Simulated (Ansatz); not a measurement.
I need a formation energy from the elements of LiCd3 and its elements. Use Ansatz's Python interface. Level of theory (first run): PBEsol, PAW, cutoff 520 eV, Gaussian smearing of 0.1 eV.

`licd3_formation.py`
```python
# -*- coding: utf-8 -*-
from collections import Counter
from dataclasses import dataclass
import warnings

import ansatz as az
import numpy as np
import pandas as pd


@dataclass
class Options:
    xc: str = "pbesol"
    ecut: int = 520
    kspacing: float = 0.27
    occupations: str = "gaussian"
    smearing_width: float = 0.1


settings = Options()

PHASES = {
    "LiCd3": (
        [(0.0, 3.39671096, 3.39671096), (3.39671096, 0.0, 3.39671096), (3.39671096, 3.39671096, 0.0)],
        [
            ("Li", (0.0, 0.0, 0.0)),
            ("Cd", (0.25, 0.25, 0.25)),
            ("Cd", (0.75, 0.75, 0.75)),
            ("Cd", (0.5, 0.5, 0.5)),
        ],
    ),
    "Li": (
        [(-1.75465, 1.75465, 1.75465), (1.75465, -1.75465, 1.75465), (1.75465, 1.75465, -1.75465)],
        [
            ("Li", (0.0, 0.0, 0.0)),
        ],
    ),
    "Cd": (
        [(2.97887, 0.0, 0.0), (-1.489435, 2.57977709, 0.0), (0.0, 0.0, 5.61765)],
        [
            ("Cd", (1 / 3, 2 / 3, 0.25)),
            ("Cd", (2 / 3, 1 / 3, 0.75)),
        ],
    ),
}


def build(vectors, sites):
    crystal = az.Crystal(lattice=az.Lattice.of(vectors))
    for symbol, position in sites:
        crystal = crystal.atom(symbol, position)
    return crystal


def run_phase(name, crystal):
    calc = (
        crystal.calculation()
        .functional(settings.xc)
        .basis(settings.ecut)
        .kpoints(spacing=settings.kspacing)
        .occupations(settings.occupations, width=settings.smearing_width)
        .stress()
    )
    calc = calc.relax(force_tolerance=0.02, cell=True)
    return calc.run(threads=1, pin="off")


def counts(outcome):
    return Counter(site.symbol for site in outcome.lattice.sites)

def formation_energy(outcome, mu):
    n = counts(outcome)
    return (outcome.report["energy_sigma0_ev"] - sum(k * mu[element] for element, k in n.items())) / sum(n.values())


def volume_per_atom(outcome):
    return abs(np.linalg.det(outcome.lattice.cell_ang)) / len(outcome.lattice.sites)

warnings.simplefilter("ignore")

phases = {name: build(*cell) for name, cell in PHASES.items()}

done = {}
for name, crystal in phases.items():
    done[name] = run_phase(name, crystal)
    print(f"{name}: {done[name].report['energy_sigma0_ev']:.4f} eV, {len(done[name].lattice.sites)} atoms")

references = {"Li": "Li", "Cd": "Cd"}
mu = {element: done[name].report["energy_sigma0_ev"] / len(done[name].lattice.sites) for element, name in references.items()}

target = done["LiCd3"]
heat = formation_energy(target, mu)
rows = [(name, len(o.lattice.sites), volume_per_atom(o), formation_energy(o, mu)) for name, o in done.items()]
print(pd.DataFrame(rows, columns=["phase", "atoms", "V (A^3/atom)", "E_form (eV/atom)"]).round(4).to_string(index=False))
```

Running `python licd3_formation.py` prints:
```text
LiCd3: -24755.9198 eV, 4 atoms
Li: -202.9897 eV, 1 atoms
Cd: -16368.1385 eV, 2 atoms
phase  atoms  V (A^3/atom)  E_form (eV/atom)
LiCd3      4       18.9714           -0.1806
   Li      1       20.2447            0.0000
   Cd      2       20.9321            0.0000
```

Notes:
- Absolute energies stand on the zero of these potentials, so only differences at equal settings mean something.
- The cells come from databases of deposited and of computed structures, and not all need be stable phases.
- The compound is the structure given, not necessarily its lowest; energies are at zero temperature, with no correction for gases. A semilocal functional's error on such energies is often 0.05 to 0.1 eV an atom, and 0.1 to 0.3 eV against gases such as O2 or F2.
- Run time: 26 s on 1 thread of Arm Neoverse V1 (shared host), peak memory 0.48 GiB.

(A comment or docstring line of the script was reworded after the run, the code is as it ran.)
